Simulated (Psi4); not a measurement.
# GeH2Cl (SMILES [Cl][GeH2]) at USCAN/cc-pVQZ (density fitting, sweep point 3)

What is the vertical ionisation energy of GeH2Cl at USCAN/cc-pVQZ (density fitting, sweep point 3)? 

Program for the calculation: Psi4 1.11.

### Step 1. The molecule

GeH2Cl: 4 atoms, total charge 0, spin state doublet. SMILES: `[Cl][GeH2]`. The shape is that of a PBE0-D4/def2-TZVP optimisation.

Bond lengths: Cl1–Ge2 2.156 Å, Ge2–H3 1.546 Å, Ge2–H4 1.546 Å. Angles: Cl1–Ge2–H3 106.8°, Cl1–Ge2–H4 106.8°, H3–Ge2–H4 112.3°.

### Step 2. The energy at USCAN/cc-pVQZ (density fitting, sweep point 3)

The input, job.py:

```python
import psi4

psi4.set_memory('1600 MB')
psi4.set_num_threads(1)
psi4.set_output_file('clgeh2.out', False)

geom = psi4.geometry("""
0 2
Cl    -1.562900     0.305200     0.993500
Ge     0.106700    -0.451100    -0.141600
H      0.072700     0.259600    -1.514200
H      1.383400    -0.113700     0.662300
symmetry c1
""")

psi4.set_options(dict(reference='uks', puream=True, scf_type='df', dft_radial_points=99, dft_spherical_points=590, maxiter=150))

e_tot = psi4.energy("scan/cc-pVQZ")
print(f'total energy {e_tot:.8f} hartree = {e_tot * 27.211386:.5f} eV')
for k, v in sorted(psi4.core.scalar_variables().items()):
    print(f'{k:45s} {v:18.10f}')
```

On the command line:

```bash
$ python job.py
```

clgeh2.out:

```text
[...]
  Running in c1 symmetry.
[...]
  Nuclear repulsion =  161.647276263878894
[...]
  Multiplicity = 2
[...]
  Nalpha       = 26
  Nbeta        = 25
[...]
    Number of basis functions: 187
[...]
   @DF-UKS iter   1: -2536.98853420594060   -1.50664e+00   1.46313e-02 DIIS/ADIIS
[...]
   @DF-UKS iter  10: -2538.66143789508396   -8.54420e-08   4.97346e-07 DIIS
[...]
   @S^2 Observed:                7.532138917E-01
[...]
    Orbital Energies [Eh]
    ---------------------
    Alpha Occupied:
       1A   -398.292836     2A   -101.245103     3A    -49.656512
       4A    -44.137968     5A    -44.136977     6A    -44.135618
       7A     -9.368636     8A     -7.113341     9A     -7.108269
      10A     -7.106847    11A     -6.195790    12A     -4.346165
      13A     -4.343320    14A     -4.339686    15A     -1.158716
      16A     -1.157259    17A     -1.154249    18A     -1.153597
      19A     -1.152148    20A     -0.783464    21A     -0.529404
      22A     -0.363040    23A     -0.360481    24A     -0.317682
      25A     -0.291416    26A     -0.217804
    Alpha Virtual:
[...]
  @DF-UKS Final Energy: -2538.66143789508396
   => Energetics <=
    Nuclear Repulsion Energy =            161.6472762638788936
    One-Electron Energy =               -3853.5168281426913381
    Two-Electron Energy =                1261.4412284920599632
    DFT Exchange-Correlation Energy =    -108.2331145083313402
    Empirical Dispersion Energy =           0.0000000000000000
    VV10 Nonlocal Energy =                  0.0000000000000000
    Total Energy =                      -2538.6614378950839637
[...]
 Multipole Moments:
 ------------------------------------------------------------------------------------
     Multipole            Electronic (a.u.)      Nuclear  (a.u.)        Total (a.u.)
 ------------------------------------------------------------------------------------
 L = 1.  Multiply by 2.5417464519 to convert [e a0] to [Debye]
 Dipole X            :          2.1777770           -1.6412928            0.5364842
 Dipole Y            :         -2.5889746            2.3769490           -0.2120256
 Dipole Z            :         -1.7552367            1.3958697           -0.3593670
 Magnitude           :                                                    0.6796431
[...]
```

On the terminal:

```text
total energy -2538.66143790 hartree = -69080.49631 eV
CURRENT ENERGY                                  -2538.6614378951
CURRENT REFERENCE ENERGY                        -2538.6614378951
DD SOLVATION ENERGY                                 0.0000000000
DFT FUNCTIONAL TOTAL ENERGY                     -2538.6614378951
DFT TOTAL ENERGY                                -2538.6614378951
DFT VV10 ENERGY                                     0.0000000000
DFT XC ENERGY                                    -108.2331145083
GRID ELECTRONS ALPHA                               25.9999999970
GRID ELECTRONS BETA                                25.0000000079
GRID ELECTRONS TOTAL                               51.0000000049
NUCLEAR REPULSION ENERGY                          161.6472762639
ONE-ELECTRON ENERGY                             -3853.5168281427
PCM POLARIZATION ENERGY                             0.0000000000
PE ENERGY                                           0.0000000000
SCF ITERATION ENERGY                            -2538.6614378951
SCF ITERATIONS                                     10.0000000000
SCF TOTAL ENERGY                                -2538.6614378951
TWO-ELECTRON ENERGY                              1261.4412284921
XC GRID RADIAL POINTS                              99.0000000000
XC GRID SPHERICAL POINTS                          590.0000000000
XC GRID TOTAL POINTS                           223605.0000000000
```

Wall time 2 min (1 thread of Intel Xeon Platinum 8259CL at 2.50GHz (Skylake/Cascade Lake), shared host); peak memory 1.5 GiB.

### Step 3. The singlet cation, same level

The input, job.py:

```python
import psi4

psi4.set_memory('1600 MB')
psi4.set_num_threads(1)
psi4.set_output_file('output.dat', False)

mol = psi4.geometry("""
1 1
Cl    -1.562900     0.305200     0.993500
Ge     0.106700    -0.451100    -0.141600
H      0.072700     0.259600    -1.514200
H      1.383400    -0.113700     0.662300
symmetry c1
""")

options = {'basis': 'cc-pVQZ', 'puream': True, 'scf_type': 'df', 'dft_radial_points': 99, 'dft_spherical_points': 590}
psi4.set_options(options)

E = psi4.energy("SCAN", molecule=mol)
print(f'SCAN energy: {E:.10f} Eh')
```

On the command line:

```bash
$ python job.py
```

output.dat:

```text
[...]
  Running in c1 symmetry.
[...]
  Nuclear repulsion =  161.647276263878894
[...]
  Multiplicity = 1
[...]
  Nalpha       = 25
  Nbeta        = 25
[...]
    Number of basis functions: 187
[...]
   @DF-RKS iter   1: -2536.73620083636706   -1.25431e+00   1.44342e-02 ADIIS/DIIS
[...]
   @DF-RKS iter  11: -2538.32883148504334   -2.80675e-08   1.70249e-07 DIIS
[...]
    Orbital Energies [Eh]
    ---------------------
    Doubly Occupied:
       1A   -398.587521     2A   -101.502438     3A    -49.950217
       4A    -44.433304     5A    -44.429503     6A    -44.427519
       7A     -9.622944     8A     -7.368529     9A     -7.363441
      10A     -7.359709    11A     -6.489107    12A     -4.644170
      13A     -4.634156    14A     -4.629164    15A     -1.451377
      16A     -1.450388    17A     -1.447062    18A     -1.440141
      19A     -1.440021    20A     -1.024242    21A     -0.777927
      22A     -0.602668    23A     -0.601843    24A     -0.550430
      25A     -0.521911
[...]
  @DF-RKS Final Energy: -2538.32883148504334
   => Energetics <=
    Nuclear Repulsion Energy =            161.6472762638788936
    One-Electron Energy =               -3839.5982193266377180
    Two-Electron Energy =                1247.5347521499486447
    DFT Exchange-Correlation Energy =    -107.9126405722336131
    Empirical Dispersion Energy =           0.0000000000000000
    VV10 Nonlocal Energy =                  0.0000000000000000
    Total Energy =                      -2538.3288314850433380
[...]
 Multipole Moments:
 ------------------------------------------------------------------------------------
     Multipole            Electronic (a.u.)      Nuclear  (a.u.)        Total (a.u.)
 ------------------------------------------------------------------------------------
 L = 1.  Multiply by 2.5417464519 to convert [e a0] to [Debye]
 Dipole X            :          2.4823708           -1.6412928            0.8410780
 Dipole Y            :         -2.8220064            2.3769490           -0.4450574
 Dipole Z            :         -1.9786695            1.3958697           -0.5827998
 Magnitude           :                                                    1.1158601
[...]
```

Standard output:

```text
SCAN energy: -2538.3288314850 Eh
```

It took 98 s on 1 thread of Intel Xeon Platinum 8259CL at 2.50GHz (Skylake/Cascade Lake), shared host; peak memory 1.5 GiB.

### Step 4. Results

Level: USCAN/cc-pVQZ (density fitting, sweep point 3).

```
                                          quantity           value
                      doublet GeH2Cl: total energy  -2538.66144 Eh
                     doublet GeH2Cl: dipole moment          1.73 D
doublet GeH2Cl: HOMO energy (highest over α and β)        -5.93 eV
 doublet GeH2Cl: LUMO energy (lowest over α and β)        -3.89 eV
                              doublet GeH2Cl: ⟨S²⟩           0.753
                      singlet cation: total energy  -2538.32883 Eh
                       singlet cation: HOMO energy       -14.20 eV
                       singlet cation: LUMO energy       -12.01 eV
                     singlet cation: HOMO–LUMO gap         2.20 eV
vertical ionisation energy (to the singlet cation)        9.051 eV
```

**Reading.** Removing an electron at fixed nuclei costs 9.05 eV (873 kJ/mol). Only the singlet of the ionised species was computed; a triplet could lie lower.
